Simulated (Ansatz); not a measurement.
**AlF3 (SMILES F[Al](F)F): levels of theory compared**

Aim: a comparison of 6 runs (HF/3-21G, HF/6-31G, HF/def2-SVP, B3LYP/6-31G*, PBE0/def2-SVP) of AlF3. 

The calculation is run with Ansatz 0.2.0.

2 further runs of the same task are left out: 1 that didn't finish, 1 set aside as unsound or not needed. Runs told in other sessions of the task aren't counted.

### Step 1. Starting point

The species is AlF3 (4 atoms), meant as a singlet with charge 0. As SMILES, `F[Al](F)F`. The shape is that of a PBE0-D4/def2-TZVP optimisation.

Bond lengths: F1–Al2 1.629 Å, Al2–F3 1.629 Å, Al2–F4 1.629 Å. Angles: F1–Al2–F3 120.0°, F1–Al2–F4 120.0°, F3–Al2–F4 120.0°.

### Step 2. Energy and forces at HF/3-21G (run 1)

run.yaml reads:

```yaml
crystal:
  periodic: [false, false, false]
  atoms:
    - {symbol: F, position_ang: [0.859410, -0.722590, 1.180170]}
    - {symbol: Al, position_ang: [-0.000000, -0.000010, -0.000000]}
    - {symbol: F, position_ang: [-1.440740, -0.612530, -0.450110]}
    - {symbol: F, position_ang: [0.581330, 1.335130, -0.730040]}
basis:
  gaussian: {orbitals: 3-21G.json}
hamiltonian: {xc: hf}
accuracy: high
output: {forces: true, orbitals: {seedname: orbitals}}
```

The basis set 3-21G is read from a file made from the Basis Set Exchange's data (not shown).

The run is started by

```bash
ansatz run run.yaml --threads 1 --pin off --max-ram 3480MiB --events-out events.jsonl --progress --plain --runs-dir runs
```

Standard output:

```text
Warning: RAYON_NUM_THREADS=1 ignored (pool sized by the plan → 1); use --threads N
Functional definition: HF
  name "HF"
  exchange = exact_x
  correlation = 0
773 factors; integrals over basis functions are off by at most 8.0e-9 eV
mean field evaluation 1: about -14623.8469 eV, gradient 4.3e1 eV
mean field evaluation 2: about -14623.9477 eV, gradient 4.3e1 eV
mean field evaluation 4: about -14626.7219 eV, gradient 1.1e0 eV
mean field evaluation 8: about -14626.7530 eV, gradient 6.2e-5 eV
mean field -14626.75299926 eV, -537.5232583536 hartree, gradient 1.5e-8 eV, S^2 0.000000; 0 other end points of the search recorded, 0 dependent functions left out
the calculation of the forces begins
reference -14626.75299926 eV, -537.5232583536 hartree; 20, 20 occupied and 20, 20 virtual orbitals, 773 factors
Total energy: -14626.75299926 eV, -537.5232583536 hartree
Atom 0 at     0.859410    -0.722590     1.180170 Å, force    -0.032683     0.027380    -0.044833 eV/Å
Atom 1 at    -0.000000    -0.000010    -0.000000 Å, force    -0.000038     0.000025     0.000060 eV/Å
Atom 2 at    -1.440740    -0.612530    -0.450110 Å, force     0.054777     0.023235     0.017123 eV/Å
Atom 3 at     0.581330     1.335130    -0.730040 Å, force    -0.022056    -0.050641     0.027651 eV/Å
Dipole moment:    -0.000001    -0.000028    -0.000013 e Å
```

It took 0.34 s on 1 thread of Intel Xeon 6975P-C (Granite Rapids), shared host; peak memory 0.1 GiB.

### Step 3. Energy and gradient at HF/6-31G (run 2)

in.yaml reads:

```yaml
crystal:
  periodic: [false, false, false]
  atoms:
    - symbol: F
      position_ang: [0.859410, -0.722590, 1.180170]
    - symbol: Al
      position_ang: [-0.000000, -0.000010, -0.000000]
    - symbol: F
      position_ang: [-1.440740, -0.612530, -0.450110]
    - symbol: F
      position_ang: [0.581330, 1.335130, -0.730040]
basis:
  gaussian: {orbitals: 6-31G}
hamiltonian: {xc: hf}
total_charge: 0
accuracy: high
output: {forces: true, orbitals: {seedname: orbitals}}
```

The run is started by

```bash
ansatz run in.yaml --threads 1 --pin off --max-ram 3480MiB --events-out events.jsonl --progress --plain --runs-dir runs
```

Standard output, shortened:

```text
Warning: RAYON_NUM_THREADS=1 ignored (pool sized by the plan → 1); use --threads N
[... 2 set-up lines as earlier in the session ...]
[...]
790 factors; integrals over basis functions are off by at most 3.1e-9 eV
[...]
mean field -14703.39795962 eV, -540.3399086949 hartree, gradient 4.2e-8 eV, S^2 0.000000; 0 other end points of the search recorded, 0 dependent functions left out
[...]
reference -14703.39795962 eV, -540.3399086949 hartree; 20, 20 occupied and 20, 20 virtual orbitals, 790 factors
Total energy: -14703.39795962 eV, -540.3399086949 hartree
Atom 0 at     0.859410    -0.722590     1.180170 Å, force     0.664447    -0.558754     0.912483 eV/Å
Atom 1 at    -0.000000    -0.000010    -0.000000 Å, force    -0.000045    -0.000008     0.000049 eV/Å
Atom 2 at    -1.440740    -0.612530    -0.450110 Å, force    -1.113906    -0.473622    -0.347995 eV/Å
Atom 3 at     0.581330     1.335130    -0.730040 Å, force     0.449504     1.032384    -0.564537 eV/Å
Dipole moment:    -0.000001    -0.000030    -0.000014 e Å
```

Run time: 0.62 s. Hardware: 1 thread of Intel Xeon 6975P-C (Granite Rapids), shared host; peak memory 0.1 GiB.

Runs 3 to 4 aren't shown in full; the table further down has their settings and results.

### Step 4. Energy and forces at PBE0/def2-SVP (run 5)

job.yaml reads:

```yaml
basis:
  gaussian: {orbitals: def2-SVP}
crystal:
  periodic: [false, false, false]
  atoms:
    - symbol: F
      position_ang: [0.859410, -0.722590, 1.180170]
    - symbol: Al
      position_ang: [-0.000000, -0.000010, -0.000000]
    - symbol: F
      position_ang: [-1.440740, -0.612530, -0.450110]
    - symbol: F
      position_ang: [0.581330, 1.335130, -0.730040]
total_charge: 0
hamiltonian: {xc: {name: PBE0}}
accuracy: high
output: {forces: true, orbitals: {seedname: orbitals}}
```

The run is started by

```bash
ansatz run job.yaml --threads 1 --pin off --max-ram 3480MiB --events-out events.jsonl --progress --plain --runs-dir runs
```

Standard output, shortened:

```text
Warning: RAYON_NUM_THREADS=1 ignored (pool sized by the plan → 1); use --threads N
Functional definition: PBE0
  name "PBE0"
[...]
1132 factors; integrals over basis functions are off by at most 3.6e-9 eV
[...]
mean field -14733.81143948 eV, -541.4575834648 hartree, gradient 8.6e-9 eV, S^2 0.000000; 0 other end points of the search recorded, 0 dependent functions left out
[...]
reference -14733.81144225 eV, -541.4575835666 hartree; 20, 20 occupied and 40, 40 virtual orbitals, 1132 factors
Total energy: -14733.81144225 eV, -541.4575835666 hartree
Atom 0 at     0.859410    -0.722590     1.180170 Å, force     0.268266    -0.225631     0.368420 eV/Å
Atom 1 at    -0.000000    -0.000010    -0.000000 Å, force    -0.000061     0.000015     0.000039 eV/Å
Atom 2 at    -1.440740    -0.612530    -0.450110 Å, force    -0.449726    -0.191255    -0.140490 eV/Å
Atom 3 at     0.581330     1.335130    -0.730040 Å, force     0.181521     0.416872    -0.227969 eV/Å
Dipole moment:    -0.000000    -0.000023    -0.000011 e Å
```

Wall time 2.3 s (1 thread of Intel Xeon 6975P-C (Granite Rapids), shared host); peak memory 0.17 GiB.

### Step 5. Energy and forces at B3LYP/6-31G(d) (Cartesian functions) (run 6)

input.yaml reads:

```yaml
crystal:
  periodic: [false, false, false]
  atoms:
    - {symbol: F, position_ang: [0.859410, -0.722590, 1.180170]}
    - {symbol: Al, position_ang: [-0.000000, -0.000010, -0.000000]}
    - {symbol: F, position_ang: [-1.440740, -0.612530, -0.450110]}
    - {symbol: F, position_ang: [0.581330, 1.335130, -0.730040]}
basis:
  gaussian:
    orbitals: "6-31G*"
hamiltonian:
  xc: {name: B3LYP}
accuracy: high
output: {forces: true, orbitals: {seedname: orbitals}}
```

The run is started by

```bash
ansatz run input.yaml --threads 1 --pin off --max-ram 3480MiB --events-out events.jsonl --progress --plain --runs-dir runs
```

Standard output, shortened:

```text
Warning: RAYON_NUM_THREADS=1 ignored (pool sized by the plan → 1); use --threads N
Functional definition: B3LYP
  name "B3LYP"
[...]
1195 factors; integrals over basis functions are off by at most 2.8e-9 eV
[...]
mean field -14753.19868258 eV, -542.1700515076 hartree, gradient 1.8e-8 eV, S^2 0.000000; 0 other end points of the search recorded, 0 dependent functions left out
[...]
reference -14753.19871794 eV, -542.1700528070 hartree; 20, 20 occupied and 44, 44 virtual orbitals, 1195 factors
Total energy: -14753.19871794 eV, -542.1700528070 hartree
Atom 0 at     0.859410    -0.722590     1.180170 Å, force     0.190133    -0.159944     0.261131 eV/Å
Atom 1 at    -0.000000    -0.000010    -0.000000 Å, force    -0.000042     0.000015     0.000055 eV/Å
Atom 2 at    -1.440740    -0.612530    -0.450110 Å, force    -0.318753    -0.135566    -0.099577 eV/Å
Atom 3 at     0.581330     1.335130    -0.730040 Å, force     0.128662     0.295496    -0.161609 eV/Å
Dipole moment:    -0.000000    -0.000021    -0.000010 e Å
```

Wall time 2.6 s (1 thread of Intel Xeon 6975P-C (Granite Rapids), shared host); peak memory 0.18 GiB.

### Step 6. All runs side by side

```csv
run,level,Cartesian functions,energy (Eh),dipole moment (D),HOMO energy (eV),LUMO energy (eV),wall time
1,HF/3-21G,no,-537.523258,0.00,-16.34,2.17,0.34 s
2,HF/6-31G,no,-540.339909,0.00,-17.29,1.29,0.62 s
3,HF/def2-SVP,no,-540.139135,0.00,-17.15,1.58,0.79 s
4,B3LYP/6-31G* (spherical functions),no,-542.163250,0.00,-10.80,-1.56,2.7 s
5,PBE0/def2-SVP,no,-541.457584,0.00,-11.41,-1.27,2.3 s
6,B3LYP/6-31G* (Cartesian functions),yes,-542.170053,0.00,-10.81,-1.58,2.6 s
```

### Step 7. Outcome

| quantity | value |
| --- | --- |
| run 6: total energy | -542.17005 Eh |
| run 6: dipole moment | 0.00 D |
| run 6: HOMO energy | -10.81 eV |
| run 6: LUMO energy | -1.58 eV |
| run 6: HOMO–LUMO gap | 9.23 eV |
| run 6: largest force on an atom | 0.361 eV/Å |

In words: The HOMO–LUMO gap runs from 9.23 eV (B3LYP/6-31G*) to 18.73 eV (HF/def2-SVP). The two ends differ in method and basis. Totals of different functionals can't be ranked against each other. All runs together took 9.4 s, the longest 2.7 s.
